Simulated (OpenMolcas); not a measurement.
# Si2H4ClF (SMILES F[SiH]([SiH3])Cl): a chain of runs

Wanted: a single-point energy (HF/ANO-RCC-MB), then the energy (CASSCF(2,2)/ANO-RCC-VDZP), then the energy along one coordinate (CASPT2(2,2)/ANO-RCC-VDZP), then an energy scan (SC-NEVPT2(2,2)/ANO-RCC-VDZP), then an energy scan (MC-PDFT[tPBE](2,2)/ANO-RCC-VDZP) of Si2H4ClF. 

The calculation is run with OpenMolcas 26.06.

### Step 1. The system as given

Si2H4ClF: 8 atoms, total charge 0, spin state singlet. As SMILES, `F[SiH]([SiH3])Cl`. Geometry: relaxed at PBE0-D4/def2-TZVP.

Bond lengths: F1–Si2 1.597 Å, Si2–Si3 2.339 Å, Si2–Cl4 2.049 Å, Si2–H5 1.481 Å, Si3–H6 1.487 Å, Si3–H7 1.486 Å, Si3–H8 1.485 Å. Some angles: F1–Si2–Si3 109.8°, F1–Si2–Cl4 107.9°, Si3–Si2–Cl4 109.0°, F1–Si2–H5 107.2°, Si3–Si2–H5 115.4°, Cl4–Si2–H5 107.3°, Si2–Si3–H6 110.0°, Si2–Si3–H7 108.3°, Si2–Si3–H8 109.2°, H6–Si3–H7 109.5°.

### Step 2. A single-point energy at HF/ANO-RCC-MB (DKH2) (run 1)

The input, coord.xyz:

```xyz
8

F     -1.329000     1.796800     0.161200
Si    -0.382900     0.812800    -0.667700
Si     0.539000    -0.793000     0.761300
Cl    -1.534100    -0.130100    -2.075900
H      0.596600     1.655400    -1.392300
H      1.355700    -0.131100     1.812300
H      1.403500    -1.693800    -0.044400
H     -0.556600    -1.574100     1.389600
```

The input, step1.inp:

```
&gateway
  coord = coord.xyz
  basis = ANO-RCC-MB
  group = NoSym

&seward

&scf
  prorbitals = 0

&localisation
  occupied
  freeze
  pipek-mezey

&localisation
  fileorb = $Project.LocOrb
  virtual
  pipek-mezey
```

Started as:

```console
$ export MOLCAS_MEM=1860
$ pymolcas step1.inp > step1.log
```

What it wrote:

```text
--- Start Module: gateway ---
[...]
--- Stop Module: gateway /rc=_RC_ALL_IS_WELL_ ---
[...]
      Basis functions           36
[...]
       Convergence after   9 Iterations
[...]
::    Total SCF energy                              -1141.6978085470
[...]
      Total spin, S                                     0.0000000000
[...]
      Total electronic charge=   58.000000
      Total            charge=   -0.000000
[...]
      Dipole Moment (debye):
      Origin of the operator (angstrom)=   -0.6293    0.2491   -0.5716
                   X=  2.5025E+00               Y= -4.5798E-01               Z=  9.7365E-01           Total=  2.7240E+00
      Quadrupole Moment (debye*angstrom):
[...]
--- Start Module: localisation ---
[...]
--- Stop Module: localisation /rc=_RC_ALL_IS_WELL_ ---
--- Start Module: localisation ---
[...]
--- Stop Module: localisation /rc=_RC_ALL_IS_WELL_ ---
[...]
```

Wall time 2.3 s (1 thread of Intel Xeon 6975P-C (Granite Rapids), shared host); peak memory 0.41 GiB.

### Step 3. The energy at CASSCF(2,2)/ANO-RCC-VDZP (DKH2, RICD fitting) (run 2)

coord.xyz is that of step 2.

The input, step2.input:

```
&GATEWAY
 COORD=coord.xyz
 BASIS=ANO-RCC-MB
 GROUP=NoSym

&SEWARD

&RASSCF
 FILEORB=$CurrDir/step1.LocOrb
 ALTER=2
 1 23 29
 1 30 32
 SPIN=1
 NACTEL=2 0 0
 INACTIVE=28
 RAS2=2
 ORBLISTING=Nothing
>>> COPY $Project.RunFile RUNFIL1
>>> COPY $Project.RasOrb INPORB

&GATEWAY
 COORD=coord.xyz
 BASIS=ANO-RCC-VDZP
 GROUP=NoSym
 RICD

&SEWARD
>>> COPY $Project.RunFile RUNFIL2

&EXPBAS

&RASSCF
 FILEORB=$Project.ExpOrb
 SPIN=1
 NACTEL=2 0 0
 INACTIVE=28
 RAS2=2
 ORBLISTING=Nothing
```

Started as:

```console
$ export MOLCAS_MEM=1860
$ pymolcas step2.input > step2.log
```

What it wrote:

```text
--- Start Module: gateway ---
[...]
--- Stop Module: gateway /rc=_RC_ALL_IS_WELL_ ---
[...]
      Basis functions           36
[...]
      Number of active orbitals                  2
[...]
      Spin quantum number                      0.0
[...]
      Active orbitals                            2
[...]
      Number of CSFs                             3
[...]
      Number of root(s) required                 1
[...]
      Convergence after 11 iterations
[...]
      printout of CI-coefficients larger than  0.05 for root  1
      energy=   -1141.708778
      conf/sym  11     Coeff  Weight
             1  20   0.99620 0.99241
             3  02  -0.08710 0.00759
      Natural orbitals and occupation numbers for root  1
      sym 1:   1.984828   0.015172
      ************************************************************************************************************************
      *                                                    Final results                                                     *
[...]
::    RASSCF root number  1 Total energy:  -1141.70877753
[...]
      Basis functions           88
[...]
--- Start Module: expbas ---
[...]
--- Stop Module: expbas /rc=_RC_ALL_IS_WELL_ ---
--- Start Module: rasscf ---
[...]
      Convergence after 22 iterations
[...]
      Natural orbitals and occupation numbers for root  1
      sym 1:   1.986423   0.013577
      ************************************************************************************************************************
      *                                                    Final results                                                     *
[...]
::    RASSCF root number  1 Total energy:  -1142.04060458
[...]
      Total electronic charge=   58.000000
      Total            charge=   -0.000000
[...]
      Dipole Moment (debye):
      Origin of the operator (angstrom)=   -0.6293    0.2491   -0.5716
                   X=  1.8743E+00               Y= -6.6229E-01               Z=  5.0573E-01           Total=  2.0512E+00
      Quadrupole Moment (debye*angstrom):
[...]
--- Stop Module: rasscf /rc=_RC_ALL_IS_WELL_ ---
[...]
```

Run time: 8.4 s. Hardware: 1 thread of Intel Xeon 6975P-C (Granite Rapids), shared host; peak memory 0.41 GiB.

### Step 4. The energy along one coordinate at CASPT2(2,2)/ANO-RCC-VDZP (DKH2, RICD fitting, ipea shift 0.25 Eh, pt2 variant SS) (run 3)

The input, step3.input:

```
>>> EXPORT MOLCAS_PRINT=2
>>> COPY $CurrDir/step2.RasOrb $Project.RasOrb
>>> ForEach K in (1, 2, 3, 4, 5, 6, 7, 8, 9)

&GATEWAY
  Coord=$CurrDir/point$K.xyz
  Basis=ANO-RCC-VDZP
  Group=NoSym
  RICD

&SEWARD

&RASSCF
  FileOrb=$Project.RasOrb
  Spin=1
  Nactel=2 0 0
  Inactive=28
  Ras2=2
  OrbListing=Nothing

&CASPT2
  Imaginary=0.2
  Frozen=16
>>> EndDo
```

Started as:

```console
$ export MOLCAS_MEM=1860
$ pymolcas step3.input > step3.log
```

What it wrote, shortened:

```text
[...]
      Basis functions           88
[...]
      Number of active orbitals                  2
[...]
      Spin quantum number                      0.0
[...]
      Active orbitals                            2
[...]
      Number of CSFs                             3
[...]
      Number of root(s) required                 1
[...]
      Convergence after 29 iterations
[...]
      Natural orbitals and occupation numbers for root  1
      sym 1:   1.991052   0.008948
      ************************************************************************************************************************
      *                                                    Final results                                                     *
[...]
::    RASSCF root number  1 Total energy:  -1142.01113006
[...]
      E2 (Variational):          -0.5069625500
[...]
::    CASPT2 Root  1     Total energy:  -1142.51809261
[...]
      Convergence after 17 iterations
[...]
      Natural orbitals and occupation numbers for root  1
      sym 1:   1.986423   0.013577
      ************************************************************************************************************************
      *                                                    Final results                                                     *
[...]
      Convergence after 25 iterations
[...]
      Natural orbitals and occupation numbers for root  1
      sym 1:   1.816265   0.183735
      ************************************************************************************************************************
      *                                                    Final results                                                     *
[...]
      Convergence after 16 iterations
[...]
      Natural orbitals and occupation numbers for root  1
      sym 1:   1.524104   0.475896
      ************************************************************************************************************************
      *                                                    Final results                                                     *
[...]
      Convergence after 16 iterations
[...]
::    RASSCF root number  1 Total energy:  -1141.85536235
[...]
::    CASPT2 Root  1     Total energy:  -1142.32734831
[...]
      Convergence after 10 iterations
[...]
::    RASSCF root number  1 Total energy:  -1141.85317578
[...]
      E2 (Variational):          -0.4691645709
[...]
::    CASPT2 Root  1     Total energy:  -1142.32234034
[...]
```

It took 55 s on 1 thread of Intel Xeon 6975P-C (Granite Rapids), shared host.

The scan, from its lowest point:

```tsv
Si2–F1 (Å)	energy (kJ/mol)
1.437	82.1
1.597	0.0
1.757	17.3
1.996	108.6
2.316	249.8
2.715	400.5
3.194	525.5
3.833	582.9
4.791	596.1
```

### Step 5. The energy along one coordinate at SC-NEVPT2(2,2)/ANO-RCC-VDZP (DKH2, RICD fitting, pt2 variant SC-NEVPT2) (run 4)

The input, step4.inp:

```
* ClFH4Si2 NEVPT2
>>> COPY $CurrDir/step2.RasOrb $Project.RasOrb
>>> ForEach K in (1, 2, 3, 4, 5, 6, 7, 8, 9)

&GATEWAY
 Coord=$CurrDir/point$K.xyz
 Basis=ANO-RCC-VDZP
 Group=NoSym
 RICD

&SEWARD

&RASSCF
 FileOrb=$Project.RasOrb
 Spin=1
 Nactel=2 0 0
 Inactive=28
 Ras2=2
 OrbListing=Nothing

&CASPT2
 SC-NEVPT2
 Frozen=16
>>> EndDo
```

Started as:

```console
$ export MOLCAS_MEM=1860
$ pymolcas step4.inp > step4.log
```

What it wrote, shortened:

```text
[...]
      Basis functions           88
[...]
      Number of active orbitals                  2
[...]
      Spin quantum number                      0.0
[...]
      Active orbitals                            2
[...]
      Number of CSFs                             3
[...]
      Number of root(s) required                 1
[...]
      Convergence after 29 iterations
[...]
      Natural orbitals and occupation numbers for root  1
      sym 1:   1.991052   0.008948
      ************************************************************************************************************************
      *                                                    Final results                                                     *
[...]
::    RASSCF root number  1 Total energy:  -1142.01113006
[...]
      E2 (Variational):          -0.5025397856
[...]
::    SC-NEVPT2 Root  1     Total energy:  -1142.51356773
[...]
      Convergence after 17 iterations
[...]
      Natural orbitals and occupation numbers for root  1
      sym 1:   1.986423   0.013577
      ************************************************************************************************************************
      *                                                    Final results                                                     *
[...]
      Convergence after 25 iterations
[...]
      Natural orbitals and occupation numbers for root  1
      sym 1:   1.816265   0.183735
      ************************************************************************************************************************
      *                                                    Final results                                                     *
[...]
      Convergence after 16 iterations
[...]
      Natural orbitals and occupation numbers for root  1
      sym 1:   1.524104   0.475896
      ************************************************************************************************************************
      *                                                    Final results                                                     *
[...]
      Convergence after 16 iterations
[...]
::    RASSCF root number  1 Total energy:  -1141.85536235
[...]
::    SC-NEVPT2 Root  1     Total energy:  -1142.32261209
[...]
      Convergence after 10 iterations
[...]
::    RASSCF root number  1 Total energy:  -1141.85317578
[...]
      E2 (Variational):          -0.4648262119
[...]
::    SC-NEVPT2 Root  1     Total energy:  -1142.31800198
[...]
```

Run time: 53 s. Hardware: 1 thread of Intel Xeon 6975P-C (Granite Rapids), shared host.

The scan, from its lowest point:

```tsv
Si2–F1 (Å)	energy (kJ/mol)
1.437	87.1
1.597	0.0
1.757	11.5
1.996	96.5
2.316	236.6
2.715	395.6
3.194	531.5
3.833	588.5
4.791	600.6
```

### Step 6. The energy along one coordinate at MC-PDFT[tPBE](2,2)/ANO-RCC-VDZP (DKH2, RICD fitting) (run 5)

The input, step5.input:

```
>>> EXPORT MOLCAS_PRINT=2
>>> COPY $CurrDir/step2.RasOrb $Project.RasOrb
>>> ForEach K in (1, 2, 3, 4, 5, 6, 7, 8, 9)

&GATEWAY
  Coord = $CurrDir/point$K.xyz
  Basis = ANO-RCC-VDZP
  Group = NoSym
  RICD

&SEWARD

&RASSCF
  FileOrb = $Project.RasOrb
  Spin = 1
  Nactel = 2 0 0
  Inactive = 28
  Ras2 = 2
  OrbListing = Nothing

&MCPDFT
  KSDFT = T:PBE
>>> EndDo
```

Started as:

```console
$ export MOLCAS_MEM=1860
$ pymolcas step5.input > step5.log
```

What it wrote, shortened:

```text
--- Start Module: gateway ---
[...]
      Basis functions           88
[...]
      Number of active orbitals                  2
[...]
      Spin quantum number                      0.0
[...]
      Active orbitals                            2
[...]
      Number of CSFs                             3
[...]
      Number of root(s) required                 1
[...]
      Convergence after 29 iterations
[...]
      Natural orbitals and occupation numbers for root  1
      sym 1:   1.991052   0.008948
      ************************************************************************************************************************
      *                                                    Final results                                                     *
[...]
::    RASSCF root number  1 Total energy:  -1142.01113006
[...]
::    MCPDFT root number  1 Total energy:  -1143.68583424
[...]
      Convergence after 17 iterations
[...]
      Natural orbitals and occupation numbers for root  1
      sym 1:   1.986423   0.013577
      ************************************************************************************************************************
      *                                                    Final results                                                     *
[...]
      Convergence after 25 iterations
[...]
      Natural orbitals and occupation numbers for root  1
      sym 1:   1.816265   0.183735
      ************************************************************************************************************************
      *                                                    Final results                                                     *
[...]
      Convergence after 16 iterations
[...]
      Natural orbitals and occupation numbers for root  1
      sym 1:   1.524104   0.475896
      ************************************************************************************************************************
      *                                                    Final results                                                     *
[...]
      Convergence after 16 iterations
[...]
::    RASSCF root number  1 Total energy:  -1141.85536235
[...]
::    MCPDFT root number  1 Total energy:  -1143.49231822
[...]
      Convergence after 10 iterations
[...]
::    RASSCF root number  1 Total energy:  -1141.85317578
[...]
      Total electronic charge=   58.000000
      Total            charge=   -0.000000
[...]
::    MCPDFT root number  1 Total energy:  -1143.48676827
[...]
```

It took 57 s on 1 thread of Intel Xeon 6975P-C (Granite Rapids), shared host.

The scan, from its lowest point:

```tsv
Si2–F1 (Å)	energy (kJ/mol)
1.437	83.4
1.597	0.0
1.757	14.5
1.996	99.5
2.316	230.1
2.715	371.7
3.194	516.8
3.833	591.5
4.791	606.1
```

### Step 7. Outcome

```
                                                         quantity           value
                               run 1, HF/ANO-RCC-MB: total energy  -1141.69781 Eh
                              run 1, HF/ANO-RCC-MB: dipole moment          2.72 D
                                run 1, HF/ANO-RCC-MB: HOMO energy       -12.10 eV
                                run 1, HF/ANO-RCC-MB: LUMO energy         3.24 eV
                              run 1, HF/ANO-RCC-MB: HOMO–LUMO gap        15.34 eV
                    run 2, CASSCF(2,2)/ANO-RCC-VDZP: total energy  -1142.04060 Eh
  run 2, CASSCF(2,2)/ANO-RCC-VDZP: dipole moment (CASSCF density)          2.05 D
       run 3, CASPT2(2,2)/ANO-RCC-VDZP: lowest energy of the scan  -1142.54937 Eh
    run 4, SC-NEVPT2(2,2)/ANO-RCC-VDZP: lowest energy of the scan  -1142.54674 Eh
run 5, MC-PDFT[tPBE](2,2)/ANO-RCC-VDZP: lowest energy of the scan  -1143.71761 Eh
```

What this shows: Mulliken charges (run 2, CASSCF(2,2)/ANO-RCC-VDZP) run from -0.47 on F1 to +0.84 on Si2; they depend strongly on the basis.
